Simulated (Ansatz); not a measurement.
**W (bcc type): how the settings move a relaxation**

Question: which choices in the input matter for W (bcc type)?

Program: Ansatz 0.2.0. Level of theory: reference: DFT, PBE, PAW with Ansatz's default frozen-core files, scalar-relativistic. These are calculated values, not measurements.

### Step 1. The structure to begin with

It takes space group Im-3m (No. 229, cubic). The conventional cell has a = 3.184 Å, b = 3.184 Å, c = 3.184 Å, α = 90.00°, β = 90.00°, γ = 90.00°. W (site symmetry m-3m) has 8 W at 2.76 Å as nearest neighbours.

Coordinates:

```
W
1.0
    -1.59218    1.59218    1.59218
     1.59218   -1.59218    1.59218
     1.59218    1.59218   -1.59218
W
1
Direct
  0.00000 0.00000 0.00000
```

### Step 2. The reference run

The input, input.yaml:

```yaml
crystal:
  lattice:
    - [-1.5921819128, 1.5921819128, 1.5921819128]
    - [1.5921819128, -1.5921819128, 1.5921819128]
    - [1.5921819128, 1.5921819128, -1.5921819128]
  atoms:
    - { symbol: W, position: [0.0, 0.0, 0.0] }
kpoints:
  mp_grid: { grid: [19, 19, 19] }
scf:
  occupations: { method: fermi_dirac, width: 0.08 }
hamiltonian:
  xc: pbe
  pseudopotentials: { kind: paw }
output:
  forces: true
  stress: true
relax:
  f_tol: 0.005
  max_steps: 40
  cell: {}
```

Started as:

```
ansatz run input.yaml --threads 1 --pin off --max-ram 3584MiB --backend cpu --events-out ev --progress --plain --runs-dir out
```

### Step 3. Changing settings: hubbard.sites [{species: W, l: d, u_eff: 8.0}], hubbard.double_counting amf

Changes to input.yaml since step 2:

```diff
@@ -14,2 +14,3 @@
   pseudopotentials: { kind: paw }
+  hubbard: { sites: [{ species: W, l: d, u_eff: 8.0 }], double_counting: amf }
 output:
```

**Question.** What will these runs give? Wanted: for each run, ending; energy change; pressure; gap; force.

As calculated:

| run | ending | energy change | pressure (GPa) | gap (eV) | force (eV/Å) | cycles | time |
| --- | --- | --- | --- | --- | --- | --- | --- |
| reference | converged | 0 | 0.0 | 0.00 | 0.00 | 17 | 3.3 s |
| 1: hubbard.sites [{species: W, l: d, u_eff: 8.0}], hubbard.double_counting amf | converged | -562.7 meV/atom (U changed: no physical gain or loss) | 0.0 | 0.00 | 0.00 | 29 | 11 s |

**Reading.** Changing the Hubbard U moves the energy by -562.7 meV/atom, and the final volume goes from 16.13 to 17.29 Å³. The U term adds an energy of its own, so the shift says nothing about which run is better. Cost: 29 SCF cycles against 17, 11 s against 3.3 s. A changed U is a change of model: its shifts are not errors of convergence.
